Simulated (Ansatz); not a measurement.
# YbB2 (P6/mmm): equation of state

One table from this session's results is given with a row withheld; the runs are named, their logs left out.

Method: DFT PBE, scalar-relativistic, plane waves, PAW, in Ansatz 0.2.0.

**The system as given**

The structure is hexagonal, space group P6/mmm (No. 191). Conventional cell: a = 3.229 Å, b = 3.229 Å, c = 3.846 Å, α = 90.00°, β = 90.00°, γ = 120.00°. Yb (site symmetry 6/mmm) has 12 B at 2.68 Å as nearest neighbours. Around B (site symmetry -6m2) lie 3 B at 1.86 Å and 6 Yb at 2.68 Å.

As a file:

```cif
data_structure
_symmetry_space_group_name_H-M 'P6/mmm'
_symmetry_Int_Tables_number 191
_cell_length_a 3.2293
_cell_length_b 3.2293
_cell_length_c 3.8460
_cell_angle_alpha 90.000
_cell_angle_beta 90.000
_cell_angle_gamma 120.000
_cell_volume 34.73
loop_
_atom_site_label
_atom_site_type_symbol
_atom_site_symmetry_multiplicity
_atom_site_Wyckoff_symbol
_atom_site_fract_x
_atom_site_fract_y
_atom_site_fract_z
_atom_site_occupancy
Yb1 Yb 1 a 0.00000 0.00000 0.00000 1
B1 B 2 d 0.33333 0.66667 0.50000 1
```

An earlier run at PBE left this cell at 11.578 Å³/atom and 0.00 GPa (14×14×10 mesh).

Volume factors to run: 0.980, 1.020, 0.960, 1.040.

The first run:

Contents of input.yaml:

```yaml
crystal:
  lattice:
    - [3.2075947957, 0.0, 0.0]
    - [-1.6037973979, 2.7778585781, 0.0]
    - [0.0, 0.0, 3.8201885206]
  atoms:
    - { symbol: Yb, position: [0.0, 0.0, 0.0] }
    - { symbol: B, position: [0.3333333333, 0.6666666667, 0.5] }
    - { symbol: B, position: [0.6666666667, 0.3333333333, 0.5] }
basis:
  ecutwfc: 420
  ecutrho_ratio: 4
kpoints:
  mp_grid: { grid: [14, 14, 10] }
hamiltonian:
  xc: pbe
scf:
  occupations: { method: gaussian, width: 0.05 }
output:
  forces: true
  stress: true
  eigenvalues: true
relax:
  f_tol: 0.01
  max_steps: 40
  cell: { stress_tol: 0.1, fix: [volume] }
```

Command:

```sh
$ ansatz run input.yaml --threads 1 --pin off --max-ram 2560MiB --backend cpu --events-out ev --progress --plain --runs-dir out
```

Steps of the session up to this table: Scaling the volume by 0.980; At 1.020 of the relaxed volume; At 0.960 of the relaxed volume; At 1.040 of the relaxed volume.

One of the session's tables, all rows but one given; the rest of the session is left out.

It belongs to the step «Energy and pressure against volume». 

```
volume (Å³/atom)  energy (meV/atom)  pressure (GPa)
          11.115               8.89            6.33
          11.346                  ?               ?
          11.578               0.00            0.00
          11.809               2.02           -2.75
          12.041               7.84           -5.26
```

Q: Estimate the row for volume (Å³/atom) = 11.346 from the others.

Worked estimate for «energy (meV/atom)». A straight line through the neighbours (11.115, 8.89) and (11.578, 0.00) gives 8.89 + (0.00 − 8.89) × (11.346 − 11.115) / (11.578 − 11.115) = 4.45; a parabola fitted to 3 rows on both sides gives 2.30.

**Answer.** energy (meV/atom): 2.17; pressure (GPa): 3.02. In «energy (meV/atom)» the line misses by +2.28 and the parabola by +0.13.
